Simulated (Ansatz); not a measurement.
a series on the Fe3Al structure: Tc3C, Tc3Ge, Tc3Sn, Tc3Pb: a table of relaxed lattice constants and trends, run with Ansatz 0.2.0, Python API.

`series_tc3c.py`:
```python
"""Element substitution on the Fe3Al prototype."""

import warnings

import ansatz as az
import numpy as np


def fe3al(first, second, a):
    return (
        az.Lattice.fcc(a)
        .space_group(225)
        .atom(first, (0, 0, 0))
        .atom(second, (0.5, 0.5, 0.5))
        .atom(second, (0.25, 0.25, 0.25))
        .primitive()
    )


def run_phase(name, crystal, relax=True):
    calc = (
        crystal.calculation()
        .functional("LDA")
        .basis(530)  # a bare number is in eV
        .kpoints(spacing=0.3)  # the mesh must be finer for metals
        .occupations("cold", width=0.05)
        .stress()
        .band_table()
    )
    if relax:
        calc = calc.relax(force_tolerance=0.02, cell=True)
    return calc.run(threads=1)

def bulk_modulus(name, outcome, step=0.015):
    # B = -V dP/dV from the pressures of two uniformly scaled cells, atoms held at their fractions
    pressure = []
    for factor in (1 - step, 1.0, 1 + step):
        cell = az.Crystal(lattice=az.Lattice.of(outcome.lattice.cell_ang * factor ** (1 / 3)))
        for site in outcome.report["lattice"]["sites"]:
            cell = cell.atom(site["symbol"], site["position_frac"])
        pressure.append(np.trace(run_phase(name, cell, relax=False).report["stress_gpa"]) / 3)
    slope, bend = (pressure[0] - pressure[2]) / (2 * step), abs(pressure[0] + pressure[2] - 2 * pressure[1])
    # a jump of mesh or basis between the cells shows as a kink: no modulus then
    return float(slope) if bend < 12 * step**2 * abs(slope) + 0.15 and abs(pressure[1]) < 1.5 else float("nan")

def relaxed_twice(name, crystal):
    # the second pass draws mesh and plane waves anew for the relaxed cell
    first = run_phase(name, crystal)
    again = az.Crystal(lattice=az.Lattice.of(first.lattice.cell_ang))
    for site in first.report["lattice"]["sites"]:
        again = again.atom(site["symbol"], site["position_frac"])
    return run_phase(name, again)


def volume_per_atom(outcome):
    return abs(np.linalg.det(outcome.lattice.cell_ang)) / len(outcome.lattice.sites)

# rough a for each member; the cell is relaxed
warnings.simplefilter("ignore", az.DeckWarning)

phases = {}
phases["Tc3C"] = fe3al("C", "Tc", 4.95)
phases["Tc3Ge"] = fe3al("Ge", "Tc", 5.92)
phases["Tc3Sn"] = fe3al("Sn", "Tc", 6.34)
phases["Tc3Pb"] = fe3al("Pb", "Tc", 6.5)

done = {}
for name, crystal in phases.items():
    try:
        done[name] = relaxed_twice(name, crystal)
    except az.NonConvergedError as error:
        print(name, "did not converge:", str(error)[:120])

rows = [(name, (4 * len(o.lattice.sites) * volume_per_atom(o)) ** (1 / 3), volume_per_atom(o), bulk_modulus(name, o)) for name, o in done.items()]
print("  compound       a (A)  V (A^3/atom)     B (GPa)")
for row in rows:
    print(f"{str(row[0]):>10}  {row[1]:10.3f}  {row[2]:12.3f}  {row[3]:10.0f}")
```

Rank the compounds by their relaxed volume per atom.

From smallest to largest: Tc3C (12.06 Å³), Tc3Ge (13.72 Å³), Tc3Sn (15.04 Å³) and Tc3Pb (15.64 Å³). The largest is 30 % above the smallest.

The run itself:

`python series_tc3c.py` gives:
```text
  compound       a (A)  V (A^3/atom)     B (GPa)
      Tc3C       5.779        12.060         318
     Tc3Ge       6.032        13.716         nan
     Tc3Sn       6.220        15.037         270
     Tc3Pb       6.302        15.639         254
```

Notes:
- For the metals among these phases the mesh is modest: differences between phases can be off by up to 40 meV an atom.
- The bulk modulus is taken at fixed shape and positions, an upper value where these are free.
- Pressure is positive in compression.
- Spin-orbit coupling, which matters for elements this heavy, is left out.
- The cells are built on a prototype by substitution; a member may or may not take this structure in nature.
- The whole script took 2.1 min on 1 thread of Arm Neoverse V2, on a shared host, peak memory 0.45 GiB.

(Lines on the test bed's own set-up are left out of the output.)
